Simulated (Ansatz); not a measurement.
# BH7SeSi2: one species, many methods

Aim: compute BH7SeSi2 with functionals from several rungs and with coupled cluster, and see how far each lands from CCSD(T) at the basis-set limit for the atomisation energy.

Program: Ansatz 0.2.0, Gaussian basis. Level of theory: functionals in def2-TZVPP, the program's frozen cores in correlated methods. These are calculated values, not measurements.

Levels to be run: PBE-D4, r2SCAN-D4, PBE0-D4, B3LYP-D4, ωB97X-V, ωB97M-V, B2PLYP; CCSD(T)/def2-TZVPP; MP2/def2-QZVPP; extrapolation to the limit.

### Step 1. The relaxed structure

All runs share one geometry, relaxed beforehand with PBE0-D4 in a triple-zeta def2 set.

11 atoms, charge 0, spin multiplicity 1.

Atoms are counted from 1 here; the program's logs count them from 0.

Bond lengths: B1–Si2 1.954 Å, B1–Se3 2.244 Å, B1–H5 1.195 Å, B1–H6 1.196 Å, Si2–Se3 2.373 Å, Si2–H7 1.484 Å, Si2–H8 1.485 Å, Se3–Si4 2.294 Å, Si4–H9 1.483 Å, Si4–H10 1.481 Å, Si4–H11 1.482 Å. Angles: Si2–B1–Se3 68.4°, Si2–B1–H5 117.1°, Si2–B1–H6 119.8°, Se3–B1–H5 105.5°, Se3–B1–H6 108.2°, H5–B1–H6 121.1°, B1–Si2–Se3 61.6°, B1–Si2–H7 123.7°, B1–Si2–H8 126.3°, Se3–Si2–H7 106.0°, Se3–Si2–H8 108.2°, H7–Si2–H8 109.9°, B1–Se3–Si2 50.0°, B1–Se3–Si4 94.5°, Si2–Se3–Si4 95.6°, Se3–Si4–H9 108.8°, Se3–Si4–H10 108.9°, Se3–Si4–H11 107.4° and more.

### Step 2. PBE-D4 (GGA)

Contents of in.yaml:

```yaml
crystal:
  periodic: [false, false, false]
  atoms:
    - {symbol: B, position_ang: [-0.860492, 1.420173, -0.039391]}
    - {symbol: Si, position_ang: [0.737593, 1.086148, -1.113890]}
    - {symbol: Se, position_ang: [0.746585, 0.417355, 1.163036]}
    - {symbol: Si, position_ang: [-0.038017, -1.703379, 0.776677]}
    - {symbol: H, position_ang: [-0.979463, 2.511159, 0.434057]}
    - {symbol: H, position_ang: [-1.792254, 0.674357, -0.112417]}
    - {symbol: H, position_ang: [1.850221, 2.057152, -1.260426]}
    - {symbol: H, position_ang: [1.000556, -0.112158, -1.949749]}
    - {symbol: H, position_ang: [1.086460, -2.660833, 0.915639]}
    - {symbol: H, position_ang: [-0.609057, -1.762912, -0.588565]}
    - {symbol: H, position_ang: [-1.076732, -1.984161, 1.795628]}
basis:
  gaussian: {orbitals: def2-TZVPP}
hamiltonian: {xc: pbe, dispersion: d4}
output: {forces: true, orbitals: {seedname: orbitals}}
```

Command:

```sh
ansatz run in.yaml --threads 4 --pin off --events-out ev --progress --plain --max-ram 10444MiB
```

Further steps of the session: r2SCAN-D4 (meta-GGA); PBE0-D4 (hybrid); B3LYP-D4 (hybrid); ωB97X-V (range-separated); ωB97M-V (range-separated); B2PLYP (double hybrid); CCSD(T) in def2-TZVPP; MP2 in def2-QZVPP.

Q: Predict the results of all the runs planned. Wanted: atomisation energy, CCSD(T)/CBS; farthest; mean size of error, hybrid; mean size of error, range-separated; gap, smallest and largest; T1 diagnostic; triples share of the correlation energy.

The runs gave:

| quantity | value |
| --- | --- |
| atomisation energy, CCSD(T)/CBS | 3295.8 kJ/mol |
| functionals within 33.0 kJ/mol (1.0 %) | PBE-D4, r2SCAN-D4, PBE0-D4, B3LYP-D4, ωB97X-V, ωB97M-V |
| farthest | B2PLYP (-59.3 kJ/mol) |
| mean size of error, hybrid | 13.4 kJ/mol |
| mean size of error, range-separated | 11.4 kJ/mol |
| gap, smallest and largest | 4.44 eV (PBE-D4), 10.43 eV (ωB97X-V) |
| T1 diagnostic | 0.0115 |
| triples share of the correlation energy | 3.9 % |

PBE-D4 misses by -5.5 kJ/mol. Double hybrids carry the basis error of their MP2 part in triple zeta, and no dispersion term here, so their miss is partly the set-up's. Misses under about 33.0 kJ/mol are within the doubt on the reference itself, which lacks core-valence correlation, relativity and higher excitations, and its outer-core shells are covered unevenly. All levels share the lack of spin-orbit coupling, which lowers the free heavy atoms and so the true binding. Hartree-Fock recovers 75 % of the binding; the rest is correlation. The gap grows from 4.4 to 10.4 eV across the functionals, mostly with the share of exact exchange. Correlated methods include outer-core shells of Se, which these sets cover unevenly.
